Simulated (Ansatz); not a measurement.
Below is the output of a Python script on Ansatz 0.2.0, Python API that makes a geometry optimisation of CH5AlFNTe, SMILES [NH2][AlH][CH](F)[TeH]. Write a script that gives it. Use: PBE0, def2-SVP basis, multiplicity 1, D4 dispersion.

The script reads `ch5alfnte.xyz`:
```text
10

N    -1.50560   -0.34300   -1.20150
Al   -0.13520   -1.08480   -0.20800
C     0.97570    0.05900    0.94890
F     0.29310    0.69320    1.90500
Te    2.01230    1.52690   -0.24110
H    -2.44110   -0.70830   -0.86460
H    -1.55540    0.71690   -0.95660
H     0.17650   -2.63590   -0.30280
H     1.76550   -0.56170    1.51360
H     0.49720    2.28650   -0.58990
```

Output of `python run_opt.py`:
```text
step   1  E = -19200.483921 eV  largest force component 2.1960 eV/A
step   2  E = -19200.781385 eV  largest force component 1.5614 eV/A
step   3  E = -19200.861757 eV  largest force component 2.0759 eV/A
step   4  E = -19201.036535 eV  largest force component 1.2739 eV/A
step   5  E = -19201.136817 eV  largest force component 0.4634 eV/A
step   6  E = -19201.177911 eV  largest force component 0.6556 eV/A
step   7  E = -19201.200626 eV  largest force component 0.2216 eV/A
step   8  E = -19201.202514 eV  largest force component 0.1913 eV/A
step   9  E = -19201.208009 eV  largest force component 0.1374 eV/A
step  10  E = -19201.201855 eV  largest force component 0.2462 eV/A
step  11  E = -19201.209989 eV  largest force component 0.0126 eV/A
step  12  E = -19201.210195 eV  largest force component 0.0240 eV/A
step  13  E = -19201.210221 eV  largest force component 0.0123 eV/A
step  14  E = -19201.210241 eV  largest force component 0.0085 eV/A
step  15  E = -19201.210258 eV  largest force component 0.0038 eV/A
converged              True
free_energy_ev         -19201.21028682364
reference_energy_ev    -19200.9951149063
n_frozen               0
n_occupied             [32, 32]
n_virtual              [79, 79]
pair        before    after (A)
N0-Al1       1.8481   1.7716
N0-H5        1.0593   1.0135
N0-H6        1.0890   1.0141
Al1-C2       1.9700   1.9741
Al1-H7       1.5849   1.5814
C2-F3        1.3350   1.3657
C2-Te4       2.1553   2.2099
C2-H8        1.1524   1.1054
Te4-H9       1.7304   1.6680
dipole (D): -0.750 -0.135 -0.668, length 1.013
atom  Mulliken   Lowdin
N       -0.469    0.041
Al       0.624    0.018
C       -0.166   -0.209
F       -0.238    0.028
Te      -0.000    0.234
H        0.137    0.007
H        0.142    0.009
H       -0.155   -0.115
H        0.094   -0.001
H        0.031   -0.013
```

One script that gives this output:

The script, `run_opt.py`:
```python
"""Relax the CH5AlFNTe molecule."""

import itertools

import ansatz as az
from ase.data import atomic_numbers, covalent_radii
import numpy as np

geometry = az.Crystal.molecule_from_extxyz("ch5alfnte.xyz")

base = (
    geometry.calculation()
    .basis(gaussian="def2-SVP")
    .functional("PBE0", dispersion="d4")
)
symbols = [site.symbol for site in geometry.cartesian_sites]
start = np.array([site.position_ang for site in geometry.cartesian_sites], dtype=float)
def progress(event):
    if event["event"] == "relax_step":
        row = event["data"]
        print(f"step {row['step']:3d}  E = {row['lagrangian_ev']:.6f} eV  largest force component {row['allowed_force_max_ev_ang']:.4f} eV/A")


r = base.relax(force_tolerance=0.005, max_steps=100).session().plan().execute(on_event=progress).report
end = np.array(r["positions_ang"])

for key in ("converged", "free_energy_ev", "reference_energy_ev", "n_frozen", "n_occupied", "n_virtual"):
    print(f"{key:22s} {r[key]}")

# pairs closer than 1.2 times the sum of covalent radii, before or after
radius = [covalent_radii[atomic_numbers[s]] for s in symbols]
span = lambda where, i, j: np.linalg.norm(where[i] - where[j])
bonded = [(i, j) for i, j in itertools.combinations(range(len(symbols)), 2) if min(span(start, i, j), span(end, i, j)) < 1.2 * (radius[i] + radius[j])]
print("pair        before    after (A)")
for i, j in bonded:
    print(f"{symbols[i]}{i}-{symbols[j]}{j}".ljust(10), f"{span(start, i, j):8.4f} {span(end, i, j):8.4f}")

charges = r["charge_distribution"]
dipole = np.array(charges["dipole_moment_e_ang"]) * 4.803205
print("dipole (D): {:.3f} {:.3f} {:.3f}, length {:.3f}".format(*dipole, np.linalg.norm(dipole)))
print("atom  Mulliken   Lowdin")
for symbol, m, l in zip(symbols, charges["mulliken_charges_e"], charges["lowdin_charges_e"]):
    print(f"{symbol:4s} {m:9.3f} {l:8.3f}")
```

Caveats:
- Total energies depend on the basis set; only differences at equal settings carry meaning.
- The end point is the stationary point reached from this start; no frequency run checks that it is a minimum, and the basis set is modest.
- def2 sets replace the cores of elements past krypton by effective core potentials.
- The Löwdin charges here are taken after orthogonalising the functions within each atom; they differ from plain Löwdin charges, and their signs can be unphysical.
- Total less reference energy is the dispersion correction.
- The whole script took 86 s on 1 thread of Intel(R) Xeon(R) Platinum 8488C (Sapphire Rapids), on a shared host, peak memory 0.36 GiB.

(Lines on the test bed's own set-up are left out of the output.)
